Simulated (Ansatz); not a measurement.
# Mn4Hg3Au (Pmm2) in Ansatz: reference runs

Reference runs on Mn4Hg3Au: the cell as given and a disturbed copy.

All numbers are computed with Ansatz 0.2.0; they aren't measurements. Logs are shortened: lines on timing, memory, paths and dates and some standing lists are left out, and cuts for length are marked.

## (1) The crystal as given

The structure is orthorhombic, space group Pmm2 (No. 25). Conventional cell: a = 3.231 Å, b = 4.683 Å, c = 9.541 Å, α = 90.00°, β = 90.00°, γ = 90.00°. Around Hg (site symmetry mm2) lie 8 Mn at 2.89 to 2.90 Å and 4 Hg at 3.08 to 3.23 Å. Hg (site symmetry mm2) is surrounded by 8 Mn at 2.86 to 2.87 Å and 2 Au at 3.07 Å and 2 Hg at 3.23 Å. Hg (site symmetry mm2) has 8 Mn at 2.87 to 2.98 Å and 4 Hg at 3.08 to 3.23 Å as nearest neighbours. Around Au (site symmetry mm2) lie 8 Mn at 2.79 to 2.87 Å and 2 Hg at 3.07 Å. Mn (site symmetry mm2) has 8 Hg at 2.87 to 2.90 Å and 4 Mn at 3.11 to 3.23 Å as nearest neighbours. Mn (site symmetry mm2) has 4 Hg at 2.86 to 2.90 Å and 4 Au at 2.87 Å and 4 Mn at 3.02 to 3.23 Å as nearest neighbours. Mn (site symmetry mm2) has 2 Au at 2.79 Å and 6 Hg at 2.89 to 2.98 Å and 2 Mn at 3.02 Å as nearest neighbours. Mn (site symmetry mm2) has 2 Au at 2.81 Å and 6 Hg at 2.86 to 2.93 Å and 4 Mn at 3.11 to 3.23 Å as nearest neighbours.

The cell comes from a database or a generator and needn't be the stable form of this composition.

## (2) Single point, PBE, collinear spin, ferromagnetic start

File input.yaml:

```yaml
crystal:
  lattice:
    - [3.231013, 0.0, 0.0]
    - [0.0, 4.6827, 0.0]
    - [0.0, 0.0, 9.540782]
  atoms:
    - { symbol: Hg, position: [0.0, 0.0, 0.645656] }
    - { symbol: Hg, position: [0.0, 0.0, 0.146314] }
    - { symbol: Hg, position: [0.0, 0.5, 0.856199] }
    - { symbol: Au, position: [0.0, 0.5, 0.354312] }
    - { symbol: Mn, position: [0.5, 0.0, 0.897921], spin: 4.0 }
    - { symbol: Mn, position: [0.5, 0.0, 0.393569], spin: 4.0 }
    - { symbol: Mn, position: [0.5, 0.5, 0.593221], spin: 4.0 }
    - { symbol: Mn, position: [0.5, 0.5, 0.112807], spin: 4.0 }
hamiltonian:
  xc: pbe
  pseudopotentials: { kind: paw }
magnetization:
  spin_polarized: true
kpoints:
  mp_grid: { grid: [8, 6, 3] }
scf:
  occupations: { method: fermi_dirac, width: 0.05 }
output:
  forces: true
  stress: true
  eigenvalues: true
```

Potentials or basis: Ansatz PAW.

Started as:

```console
> ansatz run input.yaml --threads 4 --pin off --max-ram 10240MiB --backend cpu --events-out ev --progress --plain --runs-dir out
```

Log:

```text
Warning: RAYON_NUM_THREADS=4 ignored (pool sized by the plan → 4); use --threads N
Engine: ansatz 0.2.0, aarch64-unknown-linux-gnu
Pseudopotentials: kind: paw
Pseudopotential: Hg, paw, valence charge 20, recommended cutoff 420 eV (normal), Hg.paw.azcp
Pseudopotential: Au, paw, valence charge 19, recommended cutoff 420 eV (normal), Au.paw.azcp
Pseudopotential: Mn, paw, valence charge 15, recommended cutoff 420 eV (normal), Mn.paw.azcp
Functional definition: PBE
  parameter kappa = 0.804
  parameter beta = 0.06672455060314922
  exchange = pbe_x(kappa = kappa, mu = beta*pi^2/3)
  correlation = pbe_c(beta = beta)
Crystal: 8 atoms, lattice volume = 144.351 Å³
Basis set: ecut = 420 eV, 2827 PW (Γ), exchange–correlation on 48×64×128 points (8 copies of the dense FFT grid, shifted against one another)
Bands: 93, of which v1, the nominal top of the filled ones, is band 70 counted from 1 (69 counted from 0)
Symmetry: 4 space group operations
Space group: Pmm2 (ITA 25), of the structure as read, at distance tolerance 5.2e-5 Å
Magnetic group: BNS 25.57 (UNI 155), of the structure as read, at distance tolerance 5.2e-5 Å
k-points: 40 of 144 (time reversal used)
Non-local potential: Hg, projectors of the file, l = 0: 3, l = 1: 2, l = 2: 2, l = 3: 1
Non-local potential: Au, projectors of the file, l = 0: 3, l = 1: 2, l = 2: 2, l = 3: 1
Non-local potential: Mn, projectors of the file, l = 0: 3, l = 1: 2, l = 2: 3, l = 3: 1
PAW form: soft (Blöchl's): semilocal exchange-correlation on the pseudo side does not see the compensation charge
PAW one-centre angular grid: Hg, 590 points (default); XC on 64 Gauss nodes
PAW one-centre angular grid: Au, 590 points (default); XC on 64 Gauss nodes
PAW one-centre angular grid: Mn, 590 points (default); XC on 64 Gauss nodes
Initial density: superposition of atomic densities (chi_scale 0.1, normalization cell, long waves 20 % of neutral atoms (reshape's long-wave potential 1.20 eV rms, cloud 2.75 Å wide))
Starting moments: Σ|m| = 16 μB on 4 of 8 sites
Initial wavefunctions: pseudopotential atomic-orbital guess
Functional: x = pbe(κ = 0.804, μ = 0.2195149727645171), c = pbe(β = 0.06672455060314922)
SCF iter   1: F=—  HF=-70202.885384 eV  |F-HF|=—  |Δ(HF+E_count)|=         —  Δρ=1.78e-1 (↑1.58e-1 ↓1.78e-1)  dr2=5.76e2  dr2_m=2.55e0  M=11.517 μB ∫|m|=13.376 μB  β_m=0.30  ethr=3.10e-3  ⟨swp⟩=5.8  Hψ=24160  notcnv=0  defer=66
Mixer restart at iter 1: flushing history
preconditioner: auto → Kerker (q_TF=auto, 2.711 Å⁻¹)  [metal: Δε(μ)=0.005 eV  Ē_g=9.220 eV  σ=0.050 eV  W_gap=0.03  n_scr=54 (ndim 8)  ℏωp=26.8 eV  f_vac=0.000  D(μ)=8.46/eV (n_scr^D=78)]
spin=Collinear: Kerker preconditioning applied to the charge; magnetization (m = ρ↑ − ρ↓) channel mixes plain (no charge-response kernel on spin).
[... 16 lines left out ...]
SCF 1 converged in 17 iterations: F = -70182.940280 eV  dr2 = 6.60e-8
WARN: an SCF from antiferromagnetic starting moments (0.00, 0.00, 0.00, 0.00, -4.00, 4.00, -4.00, 4.00 Bohr magnetons, atom by atom) was not made, by what the run has read of turns of its moments that order reads lower: the deck asks for what bars it, or types moments that do (magnetization.spin_polarized, in the input reference, names some of the keys), or the run goes by scf.lower_state_search: light, the default, which as a rule tries one only behind a close that has lost an order of both signs, or on which an open d or half-filled 4f shell of a PAW file has lost a moment that was set nearer to Hund's than to what is left; or, under a Hubbard U, one that names an f shell that the input leaves bare beside given moments, or a larger moment for a shell of low spin that is given one. standard, with a start from the atoms, tries one behind each close (in a relaxation, ahead of its steps or at their end). To set out from that order, type those moments (crystal.atoms[].spin; where shells were raised to Hund's moment, beside crystal.symmetry.detect: false) under scf.lower_state_search: light. The bands of the close that named these starting moments, or of the one ahead of a search that led to it (under cold or Methfessel-Paxton smearing those of the Gaussian ahead of it) read a cost of -97.61 meV for the turn to them, carried on from a small turn (-97.61 by the pairs of d shells alone)
SCF converged after 17 iterations
Magnetization: 16.0419 μB (77.5209 up, 61.4791 down)
Absolute magnetization: 16.9728 μB (∫|ρ↑−ρ↓|, with the PAW one-centre terms)
Spin contamination: 0.5406 ħ² per cell (⟨S²⟩ above its minimum at these occupations)
Per-site moments (μB) at R_I (Å): [(-0.02230651303052678, 1.191407694454458), (-0.018669954887009434, 1.179401689801123), (-0.023397679494057685, 1.184832794071431), (0.08768939598478442, 1.152450621336702), (3.8970626665667027, 1.1830996259848325), (3.9702146342071116, 1.179401689801123), (3.9284280975252384, 1.152450621336702), (3.911216338800449, 1.1608011369651146)]
Free energy (F): -70182.940280 eV
Harris-Foulkes:  -70182.940280 eV  (|F-HF|=6.22e-8)
Internal energy: -70182.892420 eV  (E = F + TS)
E sigma→0 (E₀):  -70182.916350 eV
Entropy (-TS):   -0.047860 eV (-5.982 meV/atom)
Fermi energy:    16.256415 eV
--- Per-component energies (eV) ---
  E_band       = -2309.286624
  E_kinetic    = 3614.956981
  E_local      = -16635.640273  (includes V_loc(G=0)·N_el)
  E_nonlocal   = 1283.583953
  E_hartree    = 6984.738245
  E_xc         = -1337.759911
  E_vxc        = -1635.918175  (∫ρ·V_xc dr)
  E_paw        = -44756.704363  (= ΣΔE_a)
  E_vpaw       = -2905.750013  (= ΣTr[D̂ρ^β])
  E_aug_tail   = 0.004171  (compensation charges beyond the density's cutoff)
  E_ewald      = -19336.071223
  E_smearing   = -0.047860  (= −TS)
  E_closure    = -0.000000  (closes the sum)
  Σ components = -70182.940280   (vs F -70182.940280, Δ=0.00e0)
--- Forces (eV/Å), atoms counted from 1 ---
  atom   1  Hg     0.00000000     0.00000000    -0.05540083
  atom   2  Hg     0.00000000     0.00000000    -0.04809546
  atom   3  Hg     0.00000000     0.00000000     0.05222897
  atom   4  Au     0.00000000     0.00000000     0.06963438
  atom   5  Mn     0.00000000     0.00000000    -0.05148712
  atom   6  Mn     0.00000000     0.00000000    -0.05951006
  atom   7  Mn     0.00000000     0.00000000     0.02947259
  atom   8  Mn     0.00000000     0.00000000     0.06303022
  max |Σ_I F_I| component: 1.27e-4 eV/Å
--- Stress (GPa, compression-positive) ---
       -1.186361       0.000000       0.000000
        0.000000      -0.717107       0.000000
        0.000000       0.000000      -0.541090
  P = ⅓ Tr σ = -0.8149 GPa (-8.149 kbar)
--- Band table (eV; the first three rows and the last of 80) ---
  k-point 0 ↑: bands = ["-99.2770", "-99.2605", "-99.2297", "-89.7255", "-65.2342", "-65.2211", "-65.1947", "-65.1617", "-47.7005", "-47.6993", "-47.6960", "-47.6923", "-47.6853", "-47.6726", "-47.6614", "-47.6486", "-47.6364", "-41.1679", "-41.1507", "-41.1123", "-33.9932", "-33.9921", "-33.9741", "-33.9696", "-33.9656", "-33.9617", "-33.9498", "-33.9475", "-33.9285", "-33.9255", "-33.9252", "-33.8811", "6.7257", "7.8263", "7.9161", "7.9923", "8.1322", "8.1418", "8.2845", "8.5799", "8.6562", "8.8116", "8.8749", "8.9454", "9.0765", "9.1894", "9.2252", "9.2456", "9.2980", "9.3456", "10.3704", "11.2513", "11.4906", "11.7308", "11.7721", "12.1920", "12.9875", "13.1370", "13.2341", "13.2616", "13.2808", "13.4416", "13.5293", "13.5969", "13.7068", "13.7438", "13.8046", "13.8159", "14.0552", "14.0825", "14.0972", "14.1408", "14.2056", "14.4552", "14.5629", "14.7271", "15.1436", "16.8861", "18.0055", "18.1020", "18.3499", "18.8500", "19.2719", "21.5005", "21.5444", "21.9462", "24.7169", "24.7241", "25.0287", "25.1588", "25.5921", "26.9814", "27.8002"]
  k-point 1 ↑: bands = ["-99.2770", "-99.2605", "-99.2297", "-89.7255", "-65.2342", "-65.2211", "-65.1947", "-65.1617", "-47.7005", "-47.6993", "-47.6960", "-47.6923", "-47.6853", "-47.6726", "-47.6614", "-47.6486", "-47.6364", "-41.1679", "-41.1507", "-41.1123", "-33.9932", "-33.9921", "-33.9742", "-33.9696", "-33.9657", "-33.9616", "-33.9498", "-33.9475", "-33.9285", "-33.9255", "-33.9252", "-33.8811", "6.9137", "7.4914", "7.9542", "8.0246", "8.1190", "8.1612", "8.2063", "8.3821", "8.6005", "8.8155", "8.9082", "8.9389", "9.0283", "9.0966", "9.1920", "9.2380", "9.4014", "10.0169", "10.5430", "11.1977", "11.4600", "11.7308", "11.7621", "11.9995", "13.0218", "13.1454", "13.2176", "13.2317", "13.3437", "13.4363", "13.4823", "13.5634", "13.5991", "13.7701", "13.8320", "13.8980", "13.9325", "14.0442", "14.0639", "14.0861", "14.2080", "14.3668", "14.4387", "14.5629", "15.4216", "16.6368", "17.6271", "18.3082", "19.4785", "19.5218", "19.7017", "20.7720", "20.9378", "22.3349", "22.3898", "23.4018", "26.0902", "26.5554", "27.4396", "27.6916", "27.8839"]
  k-point 2 ↑: bands = ["-99.2770", "-99.2605", "-99.2297", "-89.7255", "-65.2342", "-65.2212", "-65.1947", "-65.1617", "-47.7005", "-47.6993", "-47.6960", "-47.6921", "-47.6858", "-47.6726", "-47.6612", "-47.6485", "-47.6364", "-41.1679", "-41.1506", "-41.1122", "-33.9943", "-33.9922", "-33.9730", "-33.9696", "-33.9659", "-33.9619", "-33.9499", "-33.9479", "-33.9285", "-33.9252", "-33.9251", "-33.8812", "6.9391", "7.9017", "7.9585", "8.0376", "8.1273", "8.2243", "8.3841", "8.4520", "8.7333", "8.8468", "8.8734", "8.9646", "9.0458", "9.1385", "9.2191", "9.2572", "9.4043", "9.5584", "10.3915", "11.2714", "11.3473", "11.7383", "11.8534", "11.9507", "12.9279", "13.0289", "13.1026", "13.1265", "13.3413", "13.3900", "13.4408", "13.5179", "13.6964", "13.7141", "13.7576", "13.8042", "13.9080", "14.0109", "14.0483", "14.1015", "14.1499", "14.2265", "14.4138", "14.4655", "15.3674", "16.1055", "16.2969", "17.3830", "19.8934", "20.5882", "20.8633", "21.0366", "21.3753", "22.3513", "25.0609", "25.3556", "25.3562", "25.6296", "26.2359", "27.7205", "27.8720"]
  k-point 39 ↓: bands = ["-99.2427", "-99.2299", "-99.1995", "-89.6363", "-61.0191", "-61.0092", "-61.0060", "-60.9901", "-47.6776", "-47.6599", "-47.6585", "-47.6581", "-47.6553", "-47.6513", "-47.6242", "-47.6225", "-47.6129", "-41.0568", "-41.0417", "-41.0382", "-29.8718", "-29.8691", "-29.8580", "-29.8497", "-29.8487", "-29.8425", "-29.8420", "-29.8356", "-29.8316", "-29.8258", "-29.8149", "-29.7872", "7.9912", "8.0123", "8.2043", "8.3060", "8.3922", "8.4112", "8.6373", "8.6809", "8.7300", "8.7363", "8.7906", "8.8901", "9.0710", "9.6167", "9.6197", "10.8656", "11.0452", "11.3487", "11.4825", "11.8648", "12.3955", "12.5815", "13.0829", "14.1779", "14.2588", "14.4510", "14.6625", "15.1172", "15.3313", "15.3858", "15.7546", "15.8197", "16.8454", "16.8900", "16.9029", "17.0027", "17.6569", "17.6719", "17.7281", "17.7311", "17.8334", "17.9338", "17.9765", "18.2161", "18.3117", "18.3470", "18.5576", "18.5948", "19.6092", "19.6668", "20.4276", "20.9911", "21.3217", "21.3230", "22.4032", "22.5415", "24.8007", "24.9289", "25.7561", "26.0001", "27.0744"]
```

Wall time 63 s (4 threads of Arm Neoverse V1, shared host); peak memory 1.1 GiB.

What came out:

```
Free energy            : -70182.9403 eV
Pressure               : -0.8 GPa
Largest force          : 0.070 eV/Å
Band gap on the k mesh : none (metal or under the smearing width)
Net moment             : 16.04 μB per cell
Absolute moment        : 16.97 μB per cell
Site moments           : Hg -0.02; Au +0.09; Mn +3.90, +3.97, +3.93, +3.91 μB
```

Forces in eV/Å, atoms in the order of the input:
```
Hg   0.000  0.000 -0.055
Hg   0.000  0.000 -0.048
Hg   0.000  0.000  0.052
Au   0.000  0.000  0.070
Mn   0.000  0.000 -0.051
Mn   0.000  0.000 -0.060
Mn   0.000  0.000  0.029
Mn   0.000  0.000  0.063
```

Caveat: the magnetic or orbital state may not be the lowest. Spin-orbit coupling is left out, which matters for the levels of Au, Hg.

(Part 1 of 2 ends here.)
